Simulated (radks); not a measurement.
**Sm³⁺ in [Xe] 4f5: an all-electron calculation**

The task here is to estimate one member of a computed series from the others.

Method: scalar-relativistic Kohn-Sham, SCAN, spin-unpolarised, spherical densities, finite nucleus. Code: radks (a radial shooting solver on a logarithmic mesh, Libxc functionals) version 1.

## The system

```
element            : samarium (Z = 62)
charge             : +3
electrons          : 59
configuration      : [Xe] 4f5
nuclear rms radius : 5.0819 fm
```

Outer shells as boxes (Hund's rule):

Sm³⁺
```
[Xe] core
4f [↑ ][↑ ][↑ ][↑ ][↑ ][  ][  ]
```

Set-up of the first run:

Settings of this run:

```text
Z 62
configuration [Xe] 4f5 6s0 5d0 6p0 5f0
relativity scalar-relativistic
functional scan,scan
spin unpolarised
nucleus finite rms 5.0819 fm
c 137.035999084
```

The run is started by

```console
> python run_ks.py task.json out
```

This one command runs every case of the session in turn.

Steps of the session up to this table: Self-consistent calculation.

One of the session's tables, all rows but one given; the rest of the session is left out.

It belongs to the step «Radial structure». Radial moments (bohr):

| level | <r> | outermost maximum (interpolated) | 90 % within | nodes |
| --- | --- | --- | --- | --- |
| 1s | 0.02274 | 0.0145 | 0.0411 | 0 |
| 2s | 0.09695 | 0.0821 | 0.150 | 1 |
| 2p | 0.08547 | 0.0664 | 0.139 | 0 |
| 3s | 0.2545 | 0.233 | 0.373 | 2 |
| 3p | 0.2530 | 0.229 | 0.379 | 1 |
| 3d | 0.2311 | 0.188 | 0.360 | 0 |
| 4s | 0.5784 | 0.539 | 0.830 | 3 |
| 4p | 0.6119 | 0.562 | 0.889 | 2 |
| 4d | 0.6682 | 0.586 | 1.00 | 1 |
| 5s | 1.381 | 1.25 | 1.98 | 4 |
| 5p | 1.579 | 1.40 | 2.29 | 3 |
| 4f | 0.9049 | 0.605 | 1.54 | 0 |
| 5d | ? | ? | ? | ? |
| 6s | 3.235 | 2.99 | 4.61 | 5 |

Estimate the missing values for 5d.

The run gave: <r>: 2.173; outermost maximum (interpolated): 1.82; 90 % within: 3.26; nodes: 2. In the column «<r>» it lies between 5p (1.579) and 6s (3.235).

Limits of these values: Spin polarisation and multiplet splitting are left out.
